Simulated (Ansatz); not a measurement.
**SnH3O (SMILES [OH][SnH2]) at UCCSD(T)/STO-3G**

Aim: the energy change on altering one bond length of SnH3O at UCCSD(T)/STO-3G, from 2 runs. 

Program for the calculation: Ansatz 0.2.0.

58 further runs of the same task are left out: 7 that didn't finish, 51 set aside as unsound or not needed.

## (1) Starting point

SnH3O has 5 atoms, charge 0, and is taken as a doublet. SMILES: `[OH][SnH2]`. Geometry: relaxed at PBE0-D4/def2-TZVP. This is one conformer, not always the lowest.

Bond lengths: O1–Sn2 1.976 Å, O1–H3 0.960 Å, Sn2–H4 1.735 Å, Sn2–H5 1.722 Å. Angles: O1–Sn2–H4 106.9°, O1–Sn2–H5 101.9°, Sn2–O1–H3 113.3°, H4–Sn2–H5 111.7°.

## (2) The energy at UCCSD(T)/STO-3G

input.yaml reads:

```yaml
crystal:
  periodic: [false, false, false]
  atoms:
    - {symbol: O, position_ang: [0.707400, -0.732900, 0.861900]}
    - {symbol: Sn, position_ang: [0.104500, 0.308800, -0.705500]}
    - {symbol: H, position_ang: [0.368600, -1.631300, 0.873200]}
    - {symbol: H, position_ang: [-1.606800, 0.061300, -0.845900]}
    - {symbol: H, position_ang: [0.476300, 1.920400, -0.224900]}
basis:
  gaussian:
    orbitals: STO-3G
magnetization:
  spin_polarized: true
  initial_magnetization: 1
accuracy: high
scf:
  omitted_lower_state_checks: [cluster_reference, increment]
correlation:
  method: ccsd_t
  frozen_orbitals: {H: 0, O: 1, Sn: 18}
```

Run with:

```bash
ansatz run input.yaml --threads 1 --pin off --max-ram 2610MiB --events-out events.jsonl --progress --plain --runs-dir runs
```

Output, shortened:

```text
Warning: RAYON_NUM_THREADS=1 ignored (pool sized by the plan → 1); use --threads N
Functional definition: HF
  name "HF"
[...]
640 factors; integrals over basis functions are off by at most 4.8e-9 eV
[...]
mean field -164325.07451197 eV, -6038.8351047790 hartree, gradient 3.1e-8 eV, S^2 0.753010; 0 other end points of the search recorded, 0 dependent functions left out
19 core orbitals not correlated: weight in the atoms' cores, before any rotation towards them, 1.000 or more for the frozen orbitals, at most 0.000 for the correlated occupied ones
reference -164325.07451197 eV, -6038.8351047790 hartree; 12, 11 occupied and 4, 5 virtual orbitals, 640 factors
second order -1.82891619 eV of doubles, -0.00000000 eV of singles
cycle   1  -2.22542293 eV  change   -4.0e-1 eV  update   7.8e-2
[...]
cycle  25  -2.51929822 eV  change  -3.1e-10 eV  update   1.6e-9
perturbative correction -0.05928827 eV, -0.0021788037 hartree
Total energy: -164327.65309846 eV, -6038.9298660845 hartree
Checks for a lower state left out: cluster_reference, increment
```

It took 0.86 s on 1 thread of Arm Neoverse V2, shared host; peak memory 0.11 GiB.

## (3) The distorted shape at the same level

run.yaml reads:

```yaml
basis:
  gaussian: {orbitals: STO-3G}
crystal:
  periodic: [false, false, false]
  atoms:
    - symbol: O
      position_ang: [0.614456, -1.135773, 0.741758]
    - symbol: Sn
      position_ang: [0.011556, -0.094073, -0.825642]
    - symbol: H
      position_ang: [0.275656, -2.034173, 0.753058]
    - symbol: H
      position_ang: [-1.699744, -0.341573, -0.966042]
    - symbol: H
      position_ang: [0.476300, 1.920400, -0.224900]
magnetization: {spin_polarized: true, initial_magnetization: 1}
correlation: {method: ccsd_t, frozen_orbitals: {H: 0, O: 1, Sn: 18}}
accuracy: high
scf: {omitted_lower_state_checks: [cluster_reference, increment]}
```

Run with:

```bash
ansatz run run.yaml --threads 1 --pin off --max-ram 2610MiB --events-out events.jsonl --progress --plain --runs-dir runs
```

Output, shortened:

```text
Warning: RAYON_NUM_THREADS=1 ignored (pool sized by the plan → 1); use --threads N
[... 2 set-up lines as earlier in the session ...]
[...]
640 factors; integrals over basis functions are off by at most 4.8e-9 eV
[...]
mean field -164323.48837956 eV, -6038.7768154879 hartree, gradient 3.7e-8 eV, S^2 0.772969; 2 other end points of the search recorded, 0 dependent functions left out
19 core orbitals not correlated: weight in the atoms' cores, before any rotation towards them, 1.000 or more for the frozen orbitals, at most 0.000 for the correlated occupied ones
reference -164323.48837956 eV, -6038.7768154879 hartree; 12, 11 occupied and 4, 5 virtual orbitals, 640 factors
second order -2.00001860 eV of doubles, -0.00000000 eV of singles
cycle   1  -2.48247756 eV  change   -4.8e-1 eV  update   9.2e-2
[...]
cycle  26  -2.90492998 eV  change    2.2e-9 eV  update   2.4e-9
perturbative correction -0.07152966 eV, -0.0026286667 hartree
Total energy: -164326.46483920 eV, -6038.8861983622 hartree
Checks for a lower state left out: cluster_reference, increment
```

Run time: 1 s. Hardware: 1 thread of Arm Neoverse V2, shared host; peak memory 0.11 GiB.

## (4) Summary of results

At UCCSD(T)/STO-3G, 19 core orbitals frozen:

```
                                                          quantity           value
                                         first shape: total energy  -6038.92987 Eh
         first shape: correlation energy (19 core orbitals frozen)       -94.8 mEh
                                       first shape: (T) correction       -2.18 mEh
                    first shape: ⟨S²⟩ of the reference determinant           0.753
                                        first shape: T1 diagnostic           0.017
                                     distorted shape: total energy  -6038.88620 Eh
     distorted shape: correlation energy (19 core orbitals frozen)      -109.4 mEh
                                   distorted shape: (T) correction       -2.63 mEh
                distorted shape: ⟨S²⟩ of the reference determinant           0.773
                                    distorted shape: T1 diagnostic           0.021
energy change with the Sn2–H5 bond stretched from 1.722 to 2.153 Å        1.188 eV
```

With the Sn2–H5 bond stretched from 1.722 to 2.153 Å the energy rises by 1.19 eV (115 kJ/mol). The first shape isn't relaxed at this level, so the change isn't measured from a minimum. The minimal basis adds a large error of its own. The triples (first shape) make up 2.3 % of the correlation energy. Relativity is left out (first shape) although the molecule holds a heavy atom. The triples (distorted shape) make up 2.4 % of the correlation energy. Relativity is left out (distorted shape) although the molecule holds a heavy atom.
